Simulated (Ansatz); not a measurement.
NaLaMnMoO6:

```
CELL_PARAMETERS angstrom
4.72242 -2.73688 0.00204
4.72242 2.73688 0.00204
-3.17796 0.00000 4.47000
ATOMIC_POSITIONS crystal
Na 0.25021 0.25021 0.74459
La 0.75117 0.75117 0.25707
Mn 0.49918 0.49918 0.49917
Mo 0.00110 0.00110 0.00114
O 0.28503 0.78106 0.28520
O 0.78106 0.28503 0.28520
O 0.25187 0.25187 0.18775
O 0.74777 0.74777 0.81124
O 0.21883 0.71407 0.71525
O 0.71407 0.21883 0.71525
```

The cell was built by a generator and needn't be a form met in nature.

- Program: Ansatz 0.2.0
- Task: relaxation of cell and atoms
- Functional: PBE
- Potentials or basis: Ansatz PAW
- Cutoff: 420 eV (not typed: the program's choice for these potentials)
- k mesh: 5 × 5 × 5
- Occupations: fermi-dirac, width 0.05 eV
- Spin: collinear spin, ferromagnetic start
- Starting moments: [0.0, 0.0, 4.0, 1.0, 0.0, 0.0, 0.0, 0.0, 0.0, 0.0] μB

At the start: volume 11.56 Å³/atom.

Problem. Where does the relaxation end?

Solution. It ends after 11 steps and the volume is 11.71 Å³/atom (+1.3 %); space group Cm (No. 8, to 0.05 Å); moment 2.67 μB per cell.

The path:
```
step  energy change (eV)  largest force (eV/Å)  volume (Å³)
   1              0.0000                0.2358       115.58
   2             -0.0068                0.1913       115.96
   3              0.0023                0.2003       118.45
   4             -0.0184                0.0524       117.12
   5             -0.0188                0.0309       117.06
   6             -0.0190                0.0123       117.06
   7             -0.0191                0.0069       117.06
   8             -0.0248                0.0069       117.06
   9             -0.0245                0.0055       117.14
  10             -0.0246                0.0013       117.13
  11             -0.0249                0.0013       117.13
```

Final structure:
```xyz
10
Lattice="4.7394 -2.7542 -0.0105 4.7394 2.7542 -0.0105 -3.2013 0.0000 4.4936" Properties=species:S:1:pos:R:3 pbc="T T T"
Na   -0.0051    0.0000    3.3366
La    6.2924    0.0000    1.1465
Mn    3.1332    0.0000    2.2345
Mo    0.0073    0.0000    0.0068
O     4.1776    1.3764    1.2720
O     4.1776   -1.3764    1.2720
O     1.7969    0.0000    0.8012
O     4.4753    0.0000    3.6690
O     2.0953    1.3792    3.1981
O     2.0953   -1.3792    3.1981
```

Caveat: the plane-wave basis is chosen anew once the cell has moved, so the energies of steps on either side of that aren't comparable; the pressure holds a Pulay correction of +0.6 GPa for the finite cutoff; a cell with one magnetic atom can't hold antiferromagnetic order, which such compounds often take; the starting moments weren't kept.
